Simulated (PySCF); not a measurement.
# Cl4H6N2Ti (trans-Ti(NH3)2Cl4): the cost of one run

The runs use PySCF 2.14.0, with density-fitted response routines of our own; the level of theory stands in each step. All values are computed, except where a source is named. Atoms are numbered from 0 throughout.

**1. The starting structure**

13 atoms, charge 0, multiplicity 1; geometry from: GFN2-xTB. The atoms were then displaced at random by about 0.03 Å, so the start is not that level's minimum.

Bonds of the start (Å): Ti0–N1 2.19, Ti0–N5 2.23, Ti0–Cl9 2.16, Ti0–Cl10 2.32, Ti0–Cl11 2.31, Ti0–Cl12 2.13, N1–H2 1.05, N1–H3 1.13, N1–H4 1.02, N5–H6 1.03, N5–H7 0.97, N5–H8 1.01.

**2. Relaxing the molecule at PBE0-D3(BJ)/def2-SVP**

The job: settings as JSON, then the geometry in Å.

```
{"job": {"xc": "PBE0", "basis": "def2-SVP", "d3": "d3bj", "grid": 1, "maxiter": 40, "shake": 0.03, "kind": "geom"}, "charge": 0, "multiplicity": 1}
Ti     0.074910    -0.075320     0.011960
N     -0.015090    -0.031210     2.199040
H     -0.515680     0.829500     2.518710
H      1.051450    -0.061160     2.581400
H     -0.548120    -0.845460     2.501430
N     -0.000810     0.026760    -2.214490
H      0.530660     0.832360    -2.567410
H     -0.918620     0.065030    -2.538090
H      0.441190    -0.821220    -2.525800
Cl     2.215520    -0.006600     0.291710
Cl    -2.223300    -0.004880     0.317840
Cl     0.020880     2.218530    -0.236180
Cl    -0.082390    -2.178440    -0.317930
```

Started as:

```bash
OMP_NUM_THREADS=1 python probes_run.py task.json out
```

The driver reads the jobs from task.json and runs them one after another.

**Question.** How long does this first job take on 1 thread of Arm Neoverse V1, shared host, and how much memory does it need?

About 3.7 min, with a peak of 0.73 GiB.
